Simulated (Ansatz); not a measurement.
Crystal: CoCl2O2.

```
Co Cl O
1.0
     3.58087   -3.92695    0.00000
     3.58087    3.92695    0.00000
    -0.42040    0.00000    3.45761
Co Cl O
1 2 2
Direct
  0.00000 0.00000 0.00000
  0.76552 0.76552 0.42794
  0.23448 0.23448 0.57206
  0.79184 0.20816 0.00000
  0.20816 0.79184 0.00000
```

The cell comes from a database or a generator and needn't be the stable form of this composition.

- Program: Ansatz 0.2.0
- Task: relaxation of cell and atoms
- Functional: LDA
- Potentials or basis: Ansatz PAW
- Cutoff: 420 eV (not typed: the program's choice for these potentials)
- k mesh: 5 × 5 × 8
- Occupations: fermi-dirac, width 0.05 eV
- Spin: collinear spin, ferromagnetic start
- Starting moments: [2.0, 0.0, 0.0, 0.0, 0.0] μB
- Hubbard terms: Co d U = 3 eV

At the start: volume 19.45 Å³/atom.

**Question.** How do energy, volume and symmetry change on relaxing?

**Answer.** It ends after 20 steps and the volume is 12.86 Å³/atom (-33.9 %); space group C2/m (No. 12, to 0.05 Å); moment 1.53 μB per cell.

Step by step:
```
step  energy change (eV)  largest force (eV/Å)  volume (Å³)
   1              0.0000                1.0388        97.24
   2             -0.2599                0.3158        85.01
   3             -0.3740                0.8587        75.22
   4             -0.4194                0.8421        72.19
   5             -0.5366                0.4823        66.61
   6             -0.5886                0.3910        62.58
   7             -0.6091                0.0984        63.95
   8             -0.6391                0.0982        63.75
   9             -0.6749                0.0976        63.82
  10             -0.6788                0.0696        64.65
  11             -0.6782                0.0385        65.00
  12             -0.6775                0.0132        65.23
  13             -0.6781                0.0014        65.09
  14             -0.6565                0.0054        65.09
  15             -0.6606                0.0100        64.35
  16             -0.6605                0.0030        64.38
  17             -0.6579                0.0031        64.38
  18             -0.6583                0.0015        64.29
  19             -0.6579                0.0015        64.29
  20             -0.6579                0.0015        64.29
```

Final structure:
```cif
data_structure
_symmetry_space_group_name_H-M 'P 1'
_symmetry_Int_Tables_number 1
_cell_length_a 4.4043
_cell_length_b 4.4043
_cell_length_c 3.3669
_cell_angle_alpha 96.715
_cell_angle_beta 96.715
_cell_angle_gamma 85.637
_cell_volume 64.29
loop_
_atom_site_label
_atom_site_type_symbol
_atom_site_fract_x
_atom_site_fract_y
_atom_site_fract_z
_atom_site_occupancy
Co1 Co 0.00000 0.00000 0.00000 1
Cl1 Cl 0.75108 0.75108 0.42450 1
Cl2 Cl 0.24892 0.24892 0.57550 1
O1 O 0.71897 0.28103 0.00000 1
O2 O 0.28103 0.71897 0.00000 1
```

Caveat: the magnetic or orbital state may not be the lowest; the volume moved by over 15 % at a fixed basis, so the end points are rough; the plane-wave basis is chosen anew once the cell has moved, so the energies of steps on either side of that aren't comparable; the pressure holds a Pulay correction of +0.6 GPa for the finite cutoff; a cell with one magnetic atom can't hold antiferromagnetic order, which such compounds often take; the PAW data sets come from PBE, with cores solved anew for the run's functional, which leaves a small shift of forces and pressure.
